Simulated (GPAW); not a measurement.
The system is BiTe.

```
CELL_PARAMETERS angstrom
0.00000 3.23500 3.23500
3.23500 0.00000 3.23500
3.23500 3.23500 0.00000
ATOMIC_POSITIONS crystal
Bi 0.00000 0.00000 0.00000
Te 0.50000 0.50000 0.50000
```

- Program: GPAW 26.7.0
- Task: single point
- Functional: PBE
- Potentials or basis: GPAW PAW data sets (gpaw-data 1.2.1)
- Cutoff: 600 eV
- Basis: pw
- k mesh: 7 × 7 × 7
- Occupations: fermi-dirac, width 0.05 eV
- Spin: no spin polarisation

On this cell: pressure 0.7 GPa; largest force zero by symmetry; band gap on the k mesh none (metal or under the smearing width).

The same run follows on a disturbed copy (atoms moved at random, drawn with an rms of 0.05 Å):

```
Bi Te
1.0
     0.00000    3.23500    3.23500
     3.23500    0.00000    3.23500
     3.23500    3.23500    0.00000
Bi Te
1 1
Cartesian
  0.0486 0.0219 -0.0837
  3.2170 3.2295 3.1974
```

Task: What does the disturbed cell give?

Result: The energy (extrapolated to zero smearing) moves by +5.2 meV/atom; pressure 0.8 GPa; largest force 0.242 eV/Å; band gap on the k mesh none (metal or under the smearing width).

Forces in eV/Å, atoms in the order of the input:
```
Bi  -0.189 -0.077  0.130
Te   0.189  0.077 -0.130
```

Stress tensor (GPa, compression positive):
```
 0.87 -0.06  0.10
-0.06  0.81  0.04
 0.10  0.04  0.83
```

Caveats: spin-orbit coupling is left out, which moves the levels of the heavy elements.
